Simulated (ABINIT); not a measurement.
# Si3C (P6/mmm) in ABINIT: further runs

One crystal, Si3C, is run at these levels: PBE; tasks: single point.

Program: ABINIT 10.8.3 (patched build). These are calculated values, not measurements. Logs are shortened: lines on timing, memory, paths and dates and some standing lists are left out, and cuts for length are marked. The log counts tension as positive stress, the text compression.

## 1. Starting point

The structure is hexagonal, space group P6/mmm (No. 191). The conventional cell has a = 4.915 Å, b = 4.915 Å, c = 2.433 Å, α = 90.00°, β = 90.00°, γ = 120.00°. Si (site symmetry mmm) is surrounded by 6 Si at 2.43 to 2.46 Å and 2 C at 2.46 Å. C (site symmetry 6/mmm) is surrounded by 2 C at 2.43 Å and 6 Si at 2.46 Å.

The cell was built by a generator and needn't be a form met in nature.

## 2. Single point, PBE

run.abi

```
pp_dirpath "./"
pseudos "Si_ONCV_PBE-1.2.upf, C_ONCV_PBE-1.2.upf"

acell 9.2876259573 9.2876232496 4.5979115311
rprim
     1.0000000000     0.0000000000     0.0000000000
    -0.5000001458     0.8660253196     0.0000000000
     0.0000000000     0.0000000000     1.0000000000
ntypat 2
znucl 14 6
natom 4
typat 1 1 1 2
xcart
     4.6438129787     0.0000000000     2.2989557655
    -2.3219064893     4.0216584466     2.2989557655
     2.3219064893     4.0216584466     2.2989557655
     0.0000000000     0.0000000000     2.2989557655

ecut 40.0

kptopt 1
ngkpt 4 4 8
nshiftk 1
shiftk 0.0 0.0 0.0

ixc 11

nband 12
occopt 3
tsmear 0.00183747

nstep 100
tolvrs 1.0e-10

iomode 3
prtwf 0
prtden 0
prteig 0
prtebands 0
```

Potentials or basis: SG15 NC PBE v1.2.

Command:

```sh
abinit run.abi > log 2>&1
```

run.abo:

```text
.Version 10.8.3 of ABINIT
 Symmetries : space group P6/m m m (#191); Bravais hP (primitive hexag.)
================================================================================
 Values of the parameters that define the memory need of the present run
     intxc =       0    ionmov =       0      iscf =       7    lmnmax =       4
     lnmax =       4     mgfft =      54  mpssoang =       2    mqgrid =    3001
     natom =       4  nloc_mem =       1    nspden =       1   nspinor =       1
    nsppol =       1      nsym =      24    n1xccc =       0    ntypat =       2
    occopt =       3   xclevel =       2
       mpw =        4178          nfft =       87480          nkpt =          20
================================================================================
================================================================================

--------------------------------------------------------------------------------
------------- Echo of variables that govern the present computation ------------
--------------------------------------------------------------------------------
 -outvars: echo values of preprocessed input variables --------
            acell      9.2876246033E+00  9.2876246033E+00  4.5979115311E+00 Bohr
              amu      2.80855000E+01  1.20110000E+01
             ecut      4.00000000E+01 Hartree
              ixc          11
         kptrlatt        4    0    0      0    4    0      0    0    8
          kptrlen      3.67832922E+01
            natom           4
            nband          12
            ngfft          54      54      30
             nkpt          20
            nstep         100
             nsym          24
           ntypat           2
           occopt           3
           prtden           0
        prtebands           0
           prteig           0
            prtwf           0
            rprim      1.0000000000E+00 -1.6830548597E-07  0.0000000000E+00
                      -4.9999985424E-01  8.6602548794E-01  0.0000000000E+00
                       0.0000000000E+00  0.0000000000E+00  1.0000000000E+00
          spgroup         191
           tolvrs      1.00000000E-10
           tsmear      1.83747000E-03 Hartree
            typat      1  1  1  2
           xangst      2.4573996401E+00 -4.1359384065E-07  1.2165549992E+00
                      -1.2286994619E+00  2.1281707223E+00  1.2165549992E+00
                       1.2287001782E+00  2.1281703088E+00  1.2165549992E+00
                       0.0000000000E+00  0.0000000000E+00  1.2165549992E+00
            xcart      4.6438123016E+00 -7.8157908619E-07  2.2989557655E+00
                      -2.3219054740E+00  4.0216598144E+00  2.2989557655E+00
                       2.3219068277E+00  4.0216590328E+00  2.2989557655E+00
                       0.0000000000E+00  0.0000000000E+00  2.2989557655E+00
             xred      5.0000000000E-01  0.0000000000E+00  4.9999999999E-01
                       0.0000000000E+00  5.0000000000E-01  4.9999999999E-01
                       5.0000000000E-01  5.0000000000E-01  4.9999999999E-01
                       0.0000000000E+00  0.0000000000E+00  4.9999999999E-01
            znucl       14.00000    6.00000

================================================================================

 chkinp: Checking input parameters for consistency.

================================================================================
== DATASET  1 ==================================================================

--- !DatasetInfo
iteration_state: {dtset: 1, }
dimensions: {natom: 4, nkpt: 20, mband: 12, nsppol: 1, nspinor: 1, nspden: 1, mpw: 4178, }
cutoff_energies: {ecut:  40.0, pawecutdg:  -1.0, }
electrons: {nelect:   1.60000000E+01, charge:   0.00000000E+00, occopt:   3.00000000E+00, tsmear:   1.83747000E-03, }
meta: {optdriver: 0, ionmov: 0, optcell: 0, iscf: 7, paral_kgb: 0, }
...

 Exchange-correlation functional for the present dataset will be:
  GGA: Perdew-Burke-Ernzerhof functional - ixc=11
  J.P.Perdew, K.Burke, M.Ernzerhof, PRL 77, 3865 (1996)

 Real(R)+Recip(G) space primitive vectors, cartesian coordinates (Bohr,Bohr^-1):
 R(1)=  9.2876246 -0.0000016  0.0000000  G(1)=  0.1076702  0.0621634  0.0000000
 R(2)= -4.6438109  8.0433196  0.0000000  G(2)=  0.0000000  0.1243268  0.0000000
 R(3)=  0.0000000  0.0000000  4.5979115  G(3)=  0.0000000  0.0000000  0.2174900
 Unit cell volume ucvol=  3.4347928E+02 bohr^3
 Angles (23,13,12)=  9.00000000E+01  9.00000000E+01  1.20000000E+02 degrees

 getcut: wavevector=  0.0000  0.0000  0.0000  ngfft=  54  54  30
         ecut(hartree)=     40.000   => boxcut(ratio)=   2.04265

--- Pseudopotential description ------------------------------------------------
- pspini: atom type   1  psp file is ./Si_ONCV_PBE-1.2.upf
12 -101130 1 -1 602                           pspcod,pspxc,lmax,lloc,mmax
     nproj     2     2

- pspini: atom type   2  psp file is ./C_ONCV_PBE-1.2.upf
12 -101130 1 -1 602                           pspcod,pspxc,lmax,lloc,mmax
     nproj     2     2

  -1.77655231E+02                                ecore*ucvol(ha*bohr**3)
--------------------------------------------------------------------------------

================================================================================

--- !BeginCycle
iteration_state: {dtset: 1, }
solver: {iscf: 7, nstep: 100, nline: 4, wfoptalg: 0, }
tolerances: {tolvrs: 1.00E-10, }
...

     iter   Etot(hartree)      deltaE(h)  residm     vres2
 ETOT  1  -17.323555639614    -1.732E+01 1.023E-01 7.139E+01
 ETOT  2  -17.320865107467     2.691E-03 4.814E-03 2.557E+02
 ETOT  3  -17.347307471203    -2.644E-02 4.646E-03 9.348E-01
 ETOT  4  -17.347423518409    -1.160E-04 5.356E-04 4.970E-02
 ETOT  5  -17.347428554274    -5.036E-06 9.606E-05 4.872E-03
 ETOT  6  -17.347429037196    -4.829E-07 1.574E-04 1.912E-04
 ETOT  7  -17.347429056428    -1.923E-08 6.241E-05 1.287E-08
 ETOT  8  -17.347429056426     1.283E-12 1.449E-04 4.386E-08
 ETOT  9  -17.347429056430    -4.228E-12 5.519E-05 6.307E-10
 ETOT 10  -17.347429056431    -9.592E-14 1.255E-04 6.413E-12

 At SCF step   10       vres2   =  6.41E-12 < tolvrs=  1.00E-10 =>converged.

 Cartesian components of stress tensor (hartree/bohr^3)
  sigma(1 1)= -9.49382747E-05  sigma(3 2)=  0.00000000E+00
  sigma(2 2)= -9.49382747E-05  sigma(3 1)=  0.00000000E+00
  sigma(3 3)=  1.26105387E-04  sigma(2 1)=  0.00000000E+00

--- !ResultsGS
iteration_state: {dtset: 1, }
comment   : Summary of ground state results
lattice_vectors:
- [  9.2876246,  -0.0000016,   0.0000000, ]
- [ -4.6438109,   8.0433196,   0.0000000, ]
- [  0.0000000,   0.0000000,   4.5979115, ]
lattice_lengths: [   9.28762,    9.28762,    4.59791, ]
lattice_angles: [ 90.000,  90.000, 120.000, ] # degrees, (23, 13, 12)
lattice_volume:   3.4347928E+02
convergence: {deltae: -9.592E-14, res2:  6.413E-12, residm:  1.255E-04, diffor: null, }
etotal    :  -1.73474291E+01
entropy   :   0.00000000E+00
fermie    :   3.97975187E-01
cartesian_stress_tensor: # hartree/bohr^3
- [ -9.49382747E-05,   0.00000000E+00,   0.00000000E+00, ]
- [  0.00000000E+00,  -9.49382747E-05,   0.00000000E+00, ]
- [  0.00000000E+00,   0.00000000E+00,   1.26105387E-04, ]
pressure_GPa:   6.2540E-01
xred      :
- [  5.0000E-01,   0.0000E+00,   5.0000E-01, Si]
- [  0.0000E+00,   5.0000E-01,   5.0000E-01, Si]
- [  5.0000E-01,   5.0000E-01,   5.0000E-01, Si]
- [  0.0000E+00,   0.0000E+00,   5.0000E-01,  C]
cartesian_forces: # hartree/bohr
- [ -0.00000000E+00,  -0.00000000E+00,  -0.00000000E+00, ]
- [ -0.00000000E+00,  -0.00000000E+00,  -0.00000000E+00, ]
- [ -0.00000000E+00,  -0.00000000E+00,  -0.00000000E+00, ]
- [ -0.00000000E+00,  -0.00000000E+00,  -0.00000000E+00, ]
force_length_stats: {min:   0.00000000E+00, max:   0.00000000E+00, mean:   0.00000000E+00, }
...

 Integrated electronic density in atomic spheres:
 ------------------------------------------------
 Atom  Sphere_radius  Integrated_density
    1        2.00000          1.77338574
    2        2.00000          1.77338574
    3        2.00000          1.77338574
    4        2.00000          3.29216767
================================================================================

 ----iterations are completed or convergence reached----

 Mean square residual over all n,k,spin=   54.082E-08; max=  12.549E-05
 reduced coordinates (array xred) for    4 atoms
       0.500000000000      0.000000000000      0.499999999989
       0.000000000000      0.500000000000      0.499999999989
       0.500000000000      0.500000000000      0.499999999989
       0.000000000000      0.000000000000      0.499999999989
 rms dE/dt=  0.0000E+00; max dE/dt=  0.0000E+00; dE/dt below (all hartree)
    1       0.000000000000      0.000000000000      0.000000000000
    2       0.000000000000      0.000000000000      0.000000000000
    3       0.000000000000      0.000000000000      0.000000000000
    4       0.000000000000      0.000000000000      0.000000000000

 cartesian coordinates (angstrom) at end:
    1      2.45739964007176    -0.00000041359384     1.21655499915134
    2     -1.22869946185311     2.12817072234980     1.21655499915134
    3      1.22870017821865     2.12817030875596     1.21655499915134
    4      0.00000000000000     0.00000000000000     1.21655499915134

 cartesian forces (hartree/bohr) at end:
    1     -0.00000000000000    -0.00000000000000    -0.00000000000000
    2     -0.00000000000000    -0.00000000000000    -0.00000000000000
    3     -0.00000000000000    -0.00000000000000    -0.00000000000000
    4     -0.00000000000000    -0.00000000000000    -0.00000000000000
 frms,max,avg= 0.0000000E+00 0.0000000E+00   0.000E+00  0.000E+00  0.000E+00 h/b

 cartesian forces (eV/Angstrom) at end:
    1     -0.00000000000000    -0.00000000000000    -0.00000000000000
    2     -0.00000000000000    -0.00000000000000    -0.00000000000000
    3     -0.00000000000000    -0.00000000000000    -0.00000000000000
    4     -0.00000000000000    -0.00000000000000    -0.00000000000000
 frms,max,avg= 0.0000000E+00 0.0000000E+00   0.000E+00  0.000E+00  0.000E+00 e/A
 length scales=  9.287624603280  9.287624603280  4.597911531100 bohr
              =  4.914799280144  4.914799280144  2.433109998356 angstroms
 Fermi (or HOMO) energy (hartree) =   0.39798   Average Vxc (hartree)=  -0.39624
 Eigenvalues (hartree) for nkpt=  20  k points:
 kpt#   1, nband= 12, wtk=  0.00781, kpt=  0.0000  0.0000  0.0000 (reduced coord)
  -0.14213    0.07565    0.12868    0.14700    0.14700    0.16342    0.16342    0.55183
   0.55183    0.55494    0.64752    0.68806
      occupation numbers for kpt#   1
   2.00000    2.00000    2.00000    2.00000    2.00000    2.00000    2.00000    0.00000
   0.00000    0.00000    0.00000    0.00000
 prteigrs : prtvol=0 or 1, do not print more k-points.

--- !EnergyTerms
iteration_state     : {dtset: 1, }
comment             : Components of total free energy in Hartree
kinetic             :  8.30196706086288E+00
hartree             :  7.38397590549196E-01
xc                  : -5.31475862292980E+00
Ewald energy        : -2.07211071519396E+01
psp_core            : -5.17222550474571E-01
local_psp           : -2.89854721423637E+00
non_local_psp       :  3.06481431366771E+00
internal            : -1.73464565745006E+01
'-kT*entropy'       : -9.72481929989954E-04
total_energy        : -1.73474290564306E+01
total_energy_eV     : -4.72047592429286E+02
band_energy         :  3.02029672418630E+00
...

 Cartesian components of stress tensor (hartree/bohr^3)
  sigma(1 1)= -9.49382747E-05  sigma(3 2)=  0.00000000E+00
  sigma(2 2)= -9.49382747E-05  sigma(3 1)=  0.00000000E+00
  sigma(3 3)=  1.26105387E-04  sigma(2 1)=  0.00000000E+00

-Cartesian components of stress tensor (GPa)         [Pressure=  6.2540E-01 GPa]
- sigma(1 1)= -2.79318048E+00  sigma(3 2)=  0.00000000E+00
- sigma(2 2)= -2.79318048E+00  sigma(3 1)=  0.00000000E+00
- sigma(3 3)=  3.71014859E+00  sigma(2 1)=  0.00000000E+00

== END DATASET(S) ==============================================================
================================================================================

 -outvars: echo values of variables after computation  --------
            acell      9.2876246033E+00  9.2876246033E+00  4.5979115311E+00 Bohr
           etotal     -1.7347429056E+01
            fcart     -0.0000000000E+00 -0.0000000000E+00 -0.0000000000E+00
                      -0.0000000000E+00 -0.0000000000E+00 -0.0000000000E+00
                      -0.0000000000E+00 -0.0000000000E+00 -0.0000000000E+00
                      -0.0000000000E+00 -0.0000000000E+00 -0.0000000000E+00
            rprim      1.0000000000E+00 -1.6830548597E-07  0.0000000000E+00
                      -4.9999985424E-01  8.6602548794E-01  0.0000000000E+00
                       0.0000000000E+00  0.0000000000E+00  1.0000000000E+00
           strten     -9.4938274685E-05 -9.4938274685E-05  1.2610538749E-04
                       0.0000000000E+00  0.0000000000E+00  0.0000000000E+00
           xangst      2.4573996401E+00 -4.1359384065E-07  1.2165549992E+00
                      -1.2286994619E+00  2.1281707223E+00  1.2165549992E+00
                       1.2287001782E+00  2.1281703088E+00  1.2165549992E+00
                       0.0000000000E+00  0.0000000000E+00  1.2165549992E+00
             xred      5.0000000000E-01  0.0000000000E+00  4.9999999999E-01
                       0.0000000000E+00  5.0000000000E-01  4.9999999999E-01
                       5.0000000000E-01  5.0000000000E-01  4.9999999999E-01
                       0.0000000000E+00  0.0000000000E+00  4.9999999999E-01
 Calculation completed.
```

Wall time 40 s (1 thread of Intel Xeon Platinum 8375C at 2.90GHz (Ice Lake), shared host); peak memory 0.09 GiB.

Results:

```
Free energy                                           : -472.0476 eV
Pressure                                              : 0.6 GPa
Band gap on the k mesh                                : none (metal or under the smearing width)
Valence electrons inside the program's atomic spheres : Si 1.77; C 3.29
```

Caveat: the k mesh is coarse (spacing up to 0.37 Å⁻¹), so the values aren't converged.

## 3. Single point, PBE

run.abi

```
# Pseudopotentials
pp_dirpath "./"
pseudos "Si.upf, C.upf"

# Structure
acell 3*1.0
rprim
     9.2876259573     0.0000000000     0.0000000000
    -4.6438129787     8.0433168933     0.0000000000
     0.0000000000     0.0000000000     4.5979115311
ntypat 2
znucl 14 6
natom 4
typat 1 1 1 2
xred
     0.5000000000     0.0000000000     0.5000000000
     0.0000000000     0.5000000000     0.5000000000
     0.5000000000     0.5000000000     0.5000000000
     0.0000000000     0.0000000000     0.5000000000

# Plane-wave basis
ecut 37.0

# k points
kptopt 1
ngkpt 4 4 8
nshiftk 1
shiftk 0.0 0.0 0.0

# Exchange and correlation
ixc 11

# Bands and occupations
nband 12
occopt 3
tsmear 0.05 eV

# SCF cycle
nstep 100
tolvrs 1.0e-10

# Output
iomode 3
prtwf 0
prtden 0
prteig 0
prtebands 0
enunit 1
```

Potentials or basis: PseudoDojo NC SR PBE v0.4 stringent.

Command:

```sh
abinit run.abi > log 2>&1
```

Wall time 17 s (1 thread of Intel Xeon 6975P-C (Granite Rapids), shared host); peak memory 0.08 GiB.

It converged, with:

```
Free energy                                           : -504.4332 eV
Pressure                                              : 0.1 GPa
Band gap on the k mesh                                : none (metal or under the smearing width)
Valence electrons inside the program's atomic spheres : Si 1.78; C 3.30
```

Stress tensor (GPa, compression positive):
```
 2.32  0.00  0.00
 0.00  2.32  0.00
 0.00  0.00 -4.21
```

Levels at points of the mesh, in eV from the Fermi level:
```csv
k point,band 6,band 7,band 8,band 9,band 10,band 11
"(0.00, 0.00, 0.00)",-6.40,-6.40,4.18,4.18,4.27,6.87
"(0.50, 0.00, 0.00)",-1.90,-1.71,-0.46,1.23,2.34,4.38
"(0.00, 0.00, 0.50)",-3.25,-1.76,-1.47,-1.47,-0.66,-0.66
"(0.50, 0.00, 0.50)",-4.14,-2.31,-1.97,0.56,1.74,3.31
```

Caveat: the k mesh is coarse (spacing up to 0.37 Å⁻¹), so the values aren't converged.
